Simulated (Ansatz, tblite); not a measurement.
**Ge26H30 bond sphere (AlGe₂₄H₃₀P): one state, many levels**

How do method and basis change the picture of Ge26H30 bond sphere (AlGe₂₄H₃₀P) (singlet)?

The runs use Ansatz 0.2.0, Gaussian basis; as each input shows.

Plan: GFN1-xTB, GFN2-xTB, PBE-D4/def2-SVP, r2SCAN-D4/def2-SVP, r2SCANh-D4/def2-SVP, PBE0-D4/def2-TZVP, PBE-D4/def2-TZVP, HF/STO-3G, HF/6-31G, B3LYP-D4/6-31G.

1 further run of the same task is left out (set aside as unsound or not needed). Runs told in other sessions of the task aren't counted.

## 1. The structure

The singlet was relaxed beforehand with PBE-D4/def2-SVP.

56 atoms, charge 0, spin multiplicity 1.

Bond lengths: Ge1–Ge14 2.452 Å, Ge1–Ge15 2.453 Å, Ge1–Ge17 2.454 Å, Ge1–H27 1.564 Å, Ge2–Ge14 2.453 Å, Ge2–Ge16 2.460 Å, Ge2–Ge18 2.458 Å, Ge2–H28 1.563 Å, Ge3–Ge14 2.453 Å, Ge3–P19 2.364 Å, Ge3–H29 1.556 Å, Ge3–H30 1.557 Å, Ge4–Ge17 2.449 Å, Ge4–P19 2.385 Å, Ge4–Ge20 2.453 Å, Ge4–H31 1.565 Å, Ge5–Ge18 2.461 Å, Ge5–P19 2.378 Å and more. Angles: Ge14–Ge1–Ge15 109.6°, Ge14–Ge1–Ge17 107.2°, Ge14–Ge1–H27 108.6°, Ge15–Ge1–Ge17 107.7°, Ge15–Ge1–H27 111.3°, Ge17–Ge1–H27 112.4°, Ge14–Ge2–Ge16 107.2°, Ge14–Ge2–Ge18 109.3°, Ge14–Ge2–H28 107.6°, Ge16–Ge2–Ge18 108.6°, Ge16–Ge2–H28 110.7°, Ge18–Ge2–H28 113.4°, Ge14–Ge3–P19 107.1°, Ge14–Ge3–H29 116.2°, Ge14–Ge3–H30 116.6°, P19–Ge3–H29 102.9°, P19–Ge3–H30 103.3°, H29–Ge3–H30 108.9° and more.

PBE0-D4/def2-SVP was run before; its log isn't repeated, and its numbers join the tables.

## 2. GFN1-xTB

Tight binding, by tblite at 300 K electronic temperature and without a spin-polarisation term:

```python
tblite.interface.Calculator('GFN1-xTB', numbers, positions, charge=0, uhf=0).singlepoint()
```

Energy -1648.3582 eV, HOMO -11.51 eV, LUMO -8.80 eV; 0.97 s.

## 3. GFN2-xTB

Tight binding, by tblite at 300 K electronic temperature and without a spin-polarisation term:

```python
tblite.interface.Calculator('GFN2-xTB', numbers, positions, charge=0, uhf=0).singlepoint()
```

Energy -1782.5833 eV, HOMO -9.69 eV, LUMO -6.62 eV; 1.2 s.

## 4. PBE-D4/def2-SVP

start.molden holds the orbitals of an earlier run on this state, given as this run's starting guess.

File in.yaml:

```yaml
crystal:
  periodic: [false, false, false]
  atoms:
    - {symbol: Ge, position_ang: [-2.055679, -2.115159, -0.706942]}
    - {symbol: Ge, position_ang: [-2.155150, 0.711935, -3.612062]}
    - {symbol: Ge, position_ang: [-4.800345, 0.761795, -0.631751]}
    - {symbol: Ge, position_ang: [-1.954755, 0.654390, 2.039145]}
    - {symbol: Ge, position_ang: [-2.060079, 3.544711, -0.786602]}
    - {symbol: Ge, position_ang: [0.726577, -2.167584, -3.568744]}
    - {symbol: Ge, position_ang: [0.688697, -4.980347, -0.685263]}
    - {symbol: Ge, position_ang: [0.712246, -2.084390, 2.064591]}
    - {symbol: Ge, position_ang: [3.571825, -2.154796, -0.725419]}
    - {symbol: Al, position_ang: [0.913280, 0.851149, -0.891324]}
    - {symbol: Ge, position_ang: [0.724656, 3.560882, 2.145431]}
    - {symbol: Ge, position_ang: [3.548135, 0.744839, 2.154701]}
    - {symbol: Ge, position_ang: [0.642571, 0.664210, 4.963170]}
    - {symbol: Ge, position_ang: [-3.484070, -0.693716, -2.104232]}
    - {symbol: Ge, position_ang: [-0.692248, -3.569110, -2.137483]}
    - {symbol: Ge, position_ang: [-0.759155, -0.793594, -4.966618]}
    - {symbol: Ge, position_ang: [-0.531111, -0.632756, 0.517262]}
    - {symbol: Ge, position_ang: [-0.680582, 2.159814, -2.281157]}
    - {symbol: P, position_ang: [-3.265812, 2.053206, 0.619646]}
    - {symbol: Ge, position_ang: [-0.706216, 2.139153, 3.540942]}
    - {symbol: Ge, position_ang: [-0.812147, 4.937838, 0.812892]}
    - {symbol: Ge, position_ang: [2.239271, -0.750461, -2.242154]}
    - {symbol: Ge, position_ang: [2.123889, -3.543880, 0.687528]}
    - {symbol: Ge, position_ang: [2.099270, -0.684355, 3.524259]}
    - {symbol: Ge, position_ang: [4.928109, -0.722669, 0.743581]}
    - {symbol: Ge, position_ang: [2.215580, 2.227325, 0.713430]}
    - {symbol: H, position_ang: [-2.968382, -2.951371, 0.248539]}
    - {symbol: H, position_ang: [-3.151334, 1.505470, -4.518736]}
    - {symbol: H, position_ang: [-5.635752, 0.048617, 0.470954]}
    - {symbol: H, position_ang: [-5.689946, 1.835042, -1.324988]}
    - {symbol: H, position_ang: [-3.111049, -0.116586, 2.759434]}
    - {symbol: H, position_ang: [-3.274929, 4.315321, -1.404926]}
    - {symbol: H, position_ang: [1.493436, -3.136090, -4.528334]}
    - {symbol: H, position_ang: [-0.224796, -5.859078, 0.221776]}
    - {symbol: H, position_ang: [1.554711, -5.938308, -1.557801]}
    - {symbol: H, position_ang: [-0.268099, -2.941825, 2.931891]}
    - {symbol: H, position_ang: [4.536924, -3.119067, -1.490314]}
    - {symbol: H, position_ang: [1.468904, 4.533043, 3.118447]}
    - {symbol: H, position_ang: [4.480536, 1.539515, 3.126723]}
    - {symbol: H, position_ang: [-0.303183, -0.238088, 5.812171]}
    - {symbol: H, position_ang: [1.463083, 1.551836, 5.946143]}
    - {symbol: H, position_ang: [-4.564207, -1.508425, -2.886099]}
    - {symbol: H, position_ang: [-1.635478, -4.450220, -3.019378]}
    - {symbol: H, position_ang: [-1.695854, -1.706337, -5.816833]}
    - {symbol: H, position_ang: [0.068625, 0.078437, -5.959204]}
    - {symbol: H, position_ang: [-0.141020, 3.251368, -3.267393]}
    - {symbol: H, position_ang: [-4.082022, 2.881031, 1.459002]}
    - {symbol: H, position_ang: [-1.727851, 2.985158, 4.368265]}
    - {symbol: H, position_ang: [-1.851616, 5.683913, 1.705506]}
    - {symbol: H, position_ang: [-0.066230, 6.006842, -0.039981]}
    - {symbol: H, position_ang: [3.251501, -0.150687, -3.274849]}
    - {symbol: H, position_ang: [2.999923, -4.432851, 1.628990]}
    - {symbol: H, position_ang: [2.972302, -1.603001, 4.439227]}
    - {symbol: H, position_ang: [5.822025, -1.614497, 1.659740]}
    - {symbol: H, position_ang: [5.883561, 0.156046, -0.120896]}
    - {symbol: H, position_ang: [3.219437, 3.276384, 0.126138]}
basis:
  gaussian: {orbitals: def2-SVP, fitting: {mean_field: def2-universal-jkfit}, initial_orbitals: start.molden}
hamiltonian: {xc: pbe, dispersion: d4}
scf: {omitted_lower_state_checks: [starts]}
output: {orbitals: {seedname: orbitals}}
```

Launch:

```console
$ ansatz run in.yaml --threads 11 --pin off --events-out ev --progress --plain --max-ram 110592MiB --backend cuda --devices 0, --max-vram 75GiB
```

After this run come: r2SCAN-D4/def2-SVP; r2SCANh-D4/def2-SVP; PBE0-D4/def2-TZVP; PBE-D4/def2-TZVP; HF/STO-3G; HF/6-31G; B3LYP-D4/6-31G.

Before running them: what should the planned runs give, taken together? Wanted: gap in def2-SVP, named functionals, smallest and largest; binding an atom, functionals in def2-SVP; PBE0 total energy, smallest basis above largest.

**Answer**, as computed:

```
                                                quantity                                  value
gap in def2-SVP, named functionals, smallest and largest    3.19 eV (PBE-D4), 4.73 eV (PBE0-D4)
                binding an atom, functionals in def2-SVP  2.99 (PBE0-D4) to 3.01 eV (r2SCAN-D4)
         PBE0 total energy, smallest basis above largest        175.78 eV (def2-SVP, def2-TZVP)
```

In words: Orbital gaps of the named functionals in def2-SVP span 3.19 eV (PBE-D4) to 4.73 eV (PBE0-D4); exact exchange widens it.
